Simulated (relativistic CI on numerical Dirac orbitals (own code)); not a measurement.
# Mn⁺: 3s photoemission multiplets

Wanted: the shape of the 3s photoemission spectrum of Mn⁺ in 3 surroundings, from the same atomic integrals.

The numbers are computed with relativistic CI on numerical Dirac orbitals (own code) version 1 (Dirac-Coulomb-Breit CI, KLI orbitals optimised for each configuration, model QED (radiative potential, 1s self-energy scaled to tabulated hydrogen-like ionisation energies), valence Slater integrals scaled by 0.9, multiplet model of photoemission in the sudden approximation in a parametric crystal field), except any that are marked as measured or tabulated.

### 1 The system

- ion: Mn⁺ (Mn II)
- nuclear charge: 25
- electrons: 24
- configurations: [Ar] 3d6 → [Ne] 3s 3p6 3d6
- temperature: 80 K
- widths: Lorentz 1.5 eV, Gauss 0.6 eV
- surrounding 1: D4h, 10Dq = 6650, Ds = 1200, Dt = 140 cm⁻¹
- surrounding 2: D4h, 10Dq = 6650, Ds = 2100, Dt = 140 cm⁻¹
- surrounding 3: D4h, 10Dq = 6650, Ds = 3000, Dt = 140 cm⁻¹

### 2 Surrounding 1: D4h, 10Dq = 6650, Ds = 1200, Dt = 140

Settings, as recorded:

```ini
atom Mn  Z=25  charge=1  electrons=24
nucleus A=55  rms_radius_fm=3.7057
hamiltonian dirac-coulomb  breit=on  qed=on  c_scale=1
orbitals kli  potential=per-configuration
slater_scale 0.9
correlation none
mixing on
configurations
  [Ar] 3d6
  [Ne] 3s 3p6 3d6
end
photoemission 3s T=80 lorentz=1.5 gauss=0.6
crystal_field D4h 10Dq=6650 Ds=1200 Dt=140
```

### 3 Surrounding 2: D4h, 10Dq = 6650, Ds = 2100, Dt = 140

The settings differ from step 2 so:

```diff
@@ -12,2 +12,2 @@
 photoemission 3s T=80 lorentz=1.5 gauss=0.6
-crystal_field D4h 10Dq=6650 Ds=1200 Dt=140
+crystal_field D4h 10Dq=6650 Ds=2100 Dt=140
```

### 4 Surrounding 3: D4h, 10Dq = 6650, Ds = 3000, Dt = 140

The settings differ from step 3 so:

```diff
@@ -12,2 +12,2 @@
 photoemission 3s T=80 lorentz=1.5 gauss=0.6
-crystal_field D4h 10Dq=6650 Ds=2100 Dt=140
+crystal_field D4h 10Dq=6650 Ds=3000 Dt=140
```

(Steps that only read results are left out.)

Q: Predict the outcome of this session. Wanted: highest peak, first run; ground spin.

**Answer**, as computed:

| surrounding | ground S | centroid (eV) | spread (eV) | up to four highest peaks (% of the highest), eV |
| --- | --- | --- | --- | --- |
| 1: D4h | 2.00 | 102.71 | 4.83 | 98.8 (100), 108.6 (67) |
| 2: D4h | 2.00 | 102.71 | 4.83 | 98.8 (100), 108.6 (67) |
| 3: D4h | 2.00 | 102.71 | 4.83 | 98.8 (100), 108.6 (67) |

| quantity | value |
| --- | --- |
| highest peak, first run | 98.8 eV |
| ground spin (effective S from ⟨S²⟩) | 2.00 |

The highest peak stays in place, within the step of the energy grid, in all surroundings. Energies are those of the free ion without screening by ligands; binding energies in solids differ by tens of eV. The exchange splitting of an s hole comes out too large without intra-shell correlation.
